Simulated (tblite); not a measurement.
# C3H7Br2FSi: the cost of one run

The runs use tblite 0.8.0 and PySCF 2.14.0, with density-fitted response routines of our own; the level of theory stands in each step. All values are computed, except where a source is named. Atoms are numbered from 0 throughout.

### Step 1. Starting geometry

14 atoms, charge 0, multiplicity 1; geometry from: force field or distance geometry start.

Bonds of the start (Å): C0–C1 1.50, C1–C2 1.50, C1–Si3 1.87, Si3–F4 1.68, Si3–Br5 2.25, Si3–Br6 2.25, C0–H7 1.12, C0–H8 1.11, C0–H9 1.11, C1–H10 1.10, C2–H11 1.11, C2–H12 1.11, C2–H13 1.10.

### Step 2. Optimising the geometry with GFN2-xTB

What the job is given:

```
{"job": {"kind": "relax", "xc": "GFN2-xTB", "basis": "xTB"}, "charge": 0, "multiplicity": 1}
C     -0.499900     1.298700     0.569500
C     -0.212500     0.191600    -0.396500
C     -1.167000    -0.964200    -0.322800
Si     1.486800    -0.504800    -0.020400
F      1.397800    -2.185000    -0.017200
Br     2.821000     0.217900    -1.682000
Br     2.284400     0.263500     1.938100
H      0.221200     2.131700     0.353000
H     -1.509200     1.736100     0.434100
H     -0.344800     1.034000     1.632100
H     -0.245100     0.603900    -1.412800
H     -0.704900    -1.846400     0.170900
H     -1.381000    -1.276000    -1.369800
H     -2.147600    -0.701400     0.101700
```

Run with:

```bash
$ OMP_NUM_THREADS=1 python probes_run.py task.json out
```

The driver reads the jobs from task.json and runs them one after another.

**Question.** How long does this first job take on 1 thread of Arm Neoverse N1, shared host?

About 1.9 s.
